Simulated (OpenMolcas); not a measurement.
# Mo: CASSCF and CASPT2 terms and fine-structure levels, part 2 of 2

Aim: the low terms and levels of Mo, with their order and spacing, then second-order correlation.

OpenMolcas 26.06; ANO-RCC-VDZP, DKH2, active space 6 electrons in 6 orbitals (4d 5s), orbitals: per spin and parity. Earlier steps stand in the parts before.

**8. CASPT2: IPEA 0.25, imaginary shift 0.1 (closed shells correlated: 4s 4p)**

File a.inp:

```
>>> COPY JOB001 $Project.JobIph
&CASPT2
Multistate=1 1
Frozen=8 6
IPEA=0.25
Imaginary=0.1
MaxIter=60
WThr=0.0 0.3 0.05
PrWF=0.5
NoMix
>>> COPY JOB002 $Project.JobIph
&CASPT2
Multistate=23 1 2 3 4 5 6 7 8 9 10 11 12 13 14 15 16 17 18 19 20 21 22
23
Frozen=8 6
IPEA=0.25
Imaginary=0.1
MaxIter=60
WThr=0.0 0.3 0.05
PrWF=0.5
NoMix
>>> COPY JOB003 $Project.JobIph
&CASPT2
Multistate=30 1 2 3 4 5 6 7 8 9 10 11 12 13 14 15 16 17 18 19 20 21 22
23 24 25 26 27 28 29 30
Frozen=8 6
IPEA=0.25
Imaginary=0.1
MaxIter=60
WThr=0.0 0.3 0.05
PrWF=0.5
NoMix
```

The log of the run:

```text
Orbital specifications:
      -----------------------

      Symmetry species                           1   2
                                                ag  au
      Frozen orbitals                            8   6
      Inactive orbitals                          1   3
      Active orbitals                            6   0
      Secondary orbitals                         6  13
      Deleted orbitals                           0   0
      Number of basis functions                 21  22
Type of calculation                        SS-CASPT2
      Fock operator                              state-specific
      IPEA shift                                 0.25
      Real shift                                 0.00
      Imaginary shift                            0.10
      The input orbitals will be transformed to quasi-canonical
Reference energy:       -4045.6994437620
      E2 (Non-variational):      -0.2918048751
      Shift correction:          -0.0002913866
      E2 (Variational):          -0.2920962616
      Total energy:           -4045.9915400236
      Residual norm:              0.0000004670
      Reference weight:           0.92457
      Contributions to the CASPT2 correlation energy
      Active & Virtual Only:         -0.0703484934
      One Inactive Excited:          -0.1358435850
      Two Inactive Excited:          -0.0856127966
::    CASPT2 Root  1     Total energy:  -4045.99154002
Orbital specifications:
      -----------------------

      Symmetry species                           1   2
                                                ag  au
      Frozen orbitals                            8   6
      Inactive orbitals                          1   3
      Active orbitals                            6   0
      Secondary orbitals                         6  13
      Deleted orbitals                           0   0
      Number of basis functions                 21  22
Type of calculation                        MS-CASPT2
      Fock operator                              state-specific
      IPEA shift                                 0.25
      Real shift                                 0.00
      Imaginary shift                            0.10
      The input orbitals will be transformed to quasi-canonical
Reference energy:       -4045.6241935387
      E2 (Non-variational):      -0.3084512498
      Shift correction:          -0.0011877726
      E2 (Variational):          -0.3096390225
      Total energy:           -4045.9338325612
      Residual norm:              0.0000000398
      Reference weight:           0.89757
      Contributions to the CASPT2 correlation energy
      Active & Virtual Only:         -0.0897571189
      One Inactive Excited:          -0.1335219960
      Two Inactive Excited:          -0.0851721350
Reference energy:       -4045.6046454270
      E2 (Non-variational):      -0.3240246396
      Shift correction:          -0.0009153354
      E2 (Variational):          -0.3249399750
      Total energy:           -4045.9295854020
      Residual norm:              0.0000001001
      Reference weight:           0.89089
      Contributions to the CASPT2 correlation energy
      Active & Virtual Only:         -0.0962735046
      One Inactive Excited:          -0.1344977386
      Two Inactive Excited:          -0.0932533964
::    CASPT2 Root  1     Total energy:  -4045.93383256
::    CASPT2 Root  2     Total energy:  -4045.92958540
::    CASPT2 Root  3     Total energy:  -4045.92985459
::    CASPT2 Root  4     Total energy:  -4045.92992177
::    CASPT2 Root  5     Total energy:  -4045.92953310
::    CASPT2 Root  6     Total energy:  -4045.92956112
::    CASPT2 Root  7     Total energy:  -4045.89763398
::    CASPT2 Root  8     Total energy:  -4045.89753786
::    CASPT2 Root  9     Total energy:  -4045.89763540
::    CASPT2 Root 10     Total energy:  -4045.89772709
::    CASPT2 Root 11     Total energy:  -4045.89764178
::    CASPT2 Root 12     Total energy:  -4045.89763145
::    CASPT2 Root 13     Total energy:  -4045.89767521
::    CASPT2 Root 14     Total energy:  -4045.89758788
::    CASPT2 Root 15     Total energy:  -4045.89774091
::    CASPT2 Root 16     Total energy:  -4045.89015823
::    CASPT2 Root 17     Total energy:  -4045.88981380
::    CASPT2 Root 18     Total energy:  -4045.89003267
::    CASPT2 Root 19     Total energy:  -4045.88527143
::    CASPT2 Root 20     Total energy:  -4045.88509119
::    CASPT2 Root 21     Total energy:  -4045.88519127
::    CASPT2 Root 22     Total energy:  -4045.88534586
::    CASPT2 Root 23     Total energy:  -4045.88531674
::    MS-CASPT2 Root  1     Total energy:  -4045.93535281
::    MS-CASPT2 Root  2     Total energy:  -4045.93520222
::    MS-CASPT2 Root  3     Total energy:  -4045.93500111
::    MS-CASPT2 Root  4     Total energy:  -4045.93449992
::    MS-CASPT2 Root  5     Total energy:  -4045.93440809
::    MS-CASPT2 Root  6     Total energy:  -4045.93380502
::    MS-CASPT2 Root  7     Total energy:  -4045.89884369
Orbital specifications:
      -----------------------

      Symmetry species                           1   2
                                                ag  au
      Frozen orbitals                            8   6
      Inactive orbitals                          1   3
      Active orbitals                            6   0
      Secondary orbitals                         6  13
      Deleted orbitals                           0   0
      Number of basis functions                 21  22
Type of calculation                        MS-CASPT2
      Fock operator                              state-specific
      IPEA shift                                 0.25
      Real shift                                 0.00
      Imaginary shift                            0.10
      The input orbitals will be transformed to quasi-canonical
Reference energy:       -4045.5586179228
      E2 (Non-variational):      -0.3113470485
      Shift correction:          -0.0006569621
      E2 (Variational):          -0.3120040106
      Total energy:           -4045.8706219334
      Residual norm:              0.0000001457
      Reference weight:           0.90613
      Contributions to the CASPT2 correlation energy
      Active & Virtual Only:         -0.0875286090
      One Inactive Excited:          -0.1374242170
      Two Inactive Excited:          -0.0863942225
Reference energy:       -4045.5586179228
      E2 (Non-variational):      -0.3110513968
      Shift correction:          -0.0006320691
      E2 (Variational):          -0.3116834659
      Total energy:           -4045.8703013887
      Residual norm:              0.0000001450
      Reference weight:           0.90676
      Contributions to the CASPT2 correlation energy
      Active & Virtual Only:         -0.0872673277
      One Inactive Excited:          -0.1373968727
      Two Inactive Excited:          -0.0863871964
::    CASPT2 Root  1     Total energy:  -4045.87062193
::    CASPT2 Root  2     Total energy:  -4045.87030139
::    CASPT2 Root  3     Total energy:  -4045.87037382
::    CASPT2 Root  4     Total energy:  -4045.87054664
::    CASPT2 Root  5     Total energy:  -4045.87015816
::    CASPT2 Root  6     Total energy:  -4045.87153273
::    CASPT2 Root  7     Total energy:  -4045.87129773
::    CASPT2 Root  8     Total energy:  -4045.87117625
::    CASPT2 Root  9     Total energy:  -4045.87193278
::    CASPT2 Root 10     Total energy:  -4045.86807794
::    CASPT2 Root 11     Total energy:  -4045.86819966
::    CASPT2 Root 12     Total energy:  -4045.86813188
::    CASPT2 Root 13     Total energy:  -4045.86806740
::    CASPT2 Root 14     Total energy:  -4045.86807092
::    CASPT2 Root 15     Total energy:  -4045.86993009
::    CASPT2 Root 16     Total energy:  -4045.86992115
::    CASPT2 Root 17     Total energy:  -4045.86993207
::    CASPT2 Root 18     Total energy:  -4045.84757431
::    CASPT2 Root 19     Total energy:  -4045.84870081
::    CASPT2 Root 20     Total energy:  -4045.84731323
::    CASPT2 Root 21     Total energy:  -4045.84767413
::    CASPT2 Root 22     Total energy:  -4045.84761485
::    CASPT2 Root 23     Total energy:  -4045.84750719
::    CASPT2 Root 24     Total energy:  -4045.84737130
::    CASPT2 Root 25     Total energy:  -4045.84752745
::    CASPT2 Root 26     Total energy:  -4045.84805234
::    CASPT2 Root 27     Total energy:  -4045.84791311
::    CASPT2 Root 28     Total energy:  -4045.84756223
::    CASPT2 Root 29     Total energy:  -4045.84768365
::    CASPT2 Root 30     Total energy:  -4045.84735929
```

Time for this run: 9.7 s (1 thread of Intel Xeon Platinum 8488C (Sapphire Rapids), shared host).

SS-CASPT2: lowest energy less the reference's lowest, -0.2921 hartree; reference weights 0.890 to 0.925. These are the single-state energies of the run (the lines without MS-).

The roots that group into whole terms:

```csv
configuration,term,E (eV),spread (cm-1)
4d5 5s,7S,0.0000,0
4d5 5s,5S,1.570,0
4d4 5s2,5D,1.683,85
4d5 5s,5G,2.555,45
4d5 5s,5P,2.763,76
4d5 5s,5D,2.892,56
4d5 5s,3G,3.283,389
4d5 5s,3P,3.309,2
4d5 5s,3D,3.359,29
```

Levels with spin-orbit coupling, from the RASSI matrix with the averaged CASPT2 term energies on its diagonal:

```
Configuration  Term  J  E (eV)  Leading %
       4d5 5s    7S  3  0.0000        100
       4d5 5s    5S  2   1.567         99
      4d4 5s2    5D  0   1.618        100
      4d4 5s2    5D  1   1.630        100
      4d4 5s2    5D  2   1.654         99
      4d4 5s2    5D  3   1.689        100
      4d4 5s2    5D  4   1.736        100
       4d5 5s    5G  4   2.564        100
       4d5 5s    5G  5   2.564        100
       4d5 5s    5G  3   2.564        100
       4d5 5s    5G  6   2.564        100
       4d5 5s    5G  2   2.564        100
       4d5 5s    5P  3   2.729         78
       4d5 5s    5P  2   2.731         77
       4d5 5s    5P  1   2.750         84
       4d5 5s    5D  0   2.868        100
       4d5 5s    5D  1   2.896         84
       4d5 5s    5D  4   2.927        100
       4d5 5s    5D  2   2.927         78
       4d5 5s    5D  3   2.945         80
       4d5 5s    3P  2   3.242         55
       4d5 5s    3P  1   3.243         68
       4d5 5s    3P  0   3.286        100
       4d5 5s    3G  3   3.288        100
```

**9. The methods side by side**

A. CASSCF
B. SS-CASPT2, IPEA 0.25, imaginary shift 0.1 (closed shells correlated: 4s 4p)

Energies in eV above each method's lowest level; measured values from NIST Handbook of Basic Atomic Spectroscopic Data.

```csv
level,A,B,measured
4d5 5s 7S3,0.0000,0.0000,0.0000
4d5 5s 5S2,2.0448,1.567,1.3351
4d4 5s2 5D0,2.5131,1.618,1.3596
4d4 5s2 5D1,2.5245,1.630,
4d4 5s2 5D2,2.5474,1.654,
4d4 5s2 5D3,2.5821,1.689,
4d4 5s2 5D4,2.6313,1.736,
4d5 5s 5G4,2.8382,2.564,
4d5 5s 5G5,2.8382,2.564,
4d5 5s 5G3,2.8382,2.564,
4d5 5s 5G6,2.8382,2.564,
4d5 5s 5G2,2.8382,2.564,2.0632
4d5 5s 5P3,3.2288,2.729,
4d5 5s 5P2,3.2305,2.731,
4d5 5s 5P1,3.2359,2.750,
```

Mean absolute deviation from the 3 measured excited levels that all methods hold: A 7100 cm⁻¹, B 2700 cm⁻¹.

**10. What came out**

The summary covers parts 1 to 2.

```
                                                                                   quantity                                                                        value
                                                                                     method  SS-CASPT2, IPEA 0.25, imaginary shift 0.1 (closed shells correlated: 4s 4p)
                                                                               lowest level                                    4d5 5s 7S3, 100 % of that term, g = 2.001
                                                                ground level listed by NIST                                                                          7S3
                                                                        first excited level                                                       4d5 5s 5S2 at 1.567 eV
                                                    spin-orbit lowering of the lowest level                                                                    0.0093 eV
strongest of the lines computed, by gA (one parity, so forbidden lines), at CASSCF energies                            4d5 5s 5P3 → 4d5 5s 7S3, 384 nm, A = 1.51e+00 s⁻¹
```

What each method costs and misses:

```csv
method,time of its own steps,time with the reference,mean absolute difference from the measured levels (cm-1)
A. CASSCF,49 s,49 s,7100
"B. SS-CASPT2, IPEA 0.25, imaginary shift 0.1, +4s 4p",9.7 s,59 s,2700
```

Times are of one thread on a shared host.

Second-order correlation (method B) scales the levels of the lowest configuration above 5000 cm⁻¹ by 0.77 to 0.90. Method B lies closest to the measured levels (2700 cm⁻¹ on average) and A farthest (7100). Only the configurations of the active space and the roots asked for are present. Not all states of the active space went into the spin-orbit step. CASPT2 does not keep the components of a term degenerate, and the means are used. Configurations with different d counts are hard to place against each other, and can be off by thousands to tens of thousands of cm-1. Levels of other configurations are missing from the list.
